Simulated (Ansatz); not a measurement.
**F₂GaHS: small, medium and large basis sets**

The task here is to estimate one member of a computed series from the others.

Computed with Ansatz 0.2.0, Gaussian basis. Level: one geometry, several basis sets.

Plan: PBE0-D4/def2-SVP; ωB97M-V/def2-SVP; PBE0-D4/def2-QZVPP; ωB97M-V/def2-QZVPP; the functionals' def2-TZVPP values are taken from earlier runs.

### The geometry

An earlier PBE0-D4 in a triple-zeta def2 set relaxation fixed the geometry.

5 atoms, charge 0, spin multiplicity 1.

Atoms are counted from 1 here; the program's logs count them from 0.

Bond lengths: F1–Ga2 1.736 Å, Ga2–F3 1.739 Å, Ga2–S4 2.163 Å, S4–H5 1.345 Å. Angles: F1–Ga2–F3 115.1°, F1–Ga2–S4 122.4°, F3–Ga2–S4 122.5°, Ga2–S4–H5 91.6°.

Set-up of the first run:

in.yaml reads:

```yaml
crystal:
  periodic: [false, false, false]
  atoms:
    - {symbol: F, position_ang: [-0.326357, -1.486113, 1.658571]}
    - {symbol: Ga, position_ang: [0.142667, -0.388994, 0.397727]}
    - {symbol: F, position_ang: [1.855701, -0.271180, 0.121408]}
    - {symbol: S, position_ang: [-1.298487, 0.749174, -0.745620]}
    - {symbol: H, position_ang: [-0.323625, 1.323513, -1.473585]}
basis:
  gaussian: {orbitals: def2-SVP}
hamiltonian: {xc: pbe0, dispersion: d4}
output: {orbitals: {seedname: orbitals}}
```

Steps of the session up to this table: PBE0-D4 in def2-SVP; ωB97M-V in def2-SVP; PBE0-D4 in def2-QZVPP; ωB97M-V in def2-QZVPP.

One table of the session follows, with a row left open; its other results are not shown here.

It belongs to the step «Density functionals: the series». 

| functional | basis | HOMO (eV) | LUMO (eV) |
| --- | --- | --- | --- |
| PBE0-D4 | def2-SVP | -8.50 | -1.51 |
| PBE0-D4 | def2-TZVPP | ? | ? |
| PBE0-D4 | def2-QZVPP | -8.64 | -1.78 |
| ωB97M-V | def2-SVP | -10.65 | 0.44 |
| ωB97M-V | def2-TZVPP | -10.81 | 0.26 |
| ωB97M-V | def2-QZVPP | -10.85 | -0.03 |

Estimate the missing values for PBE0-D4, def2-TZVPP.

As computed: HOMO (eV): -8.62; LUMO (eV): -1.66. In the column «HOMO (eV)» it lies between PBE0-D4, def2-QZVPP (-8.64) and PBE0-D4, def2-SVP (-8.50).
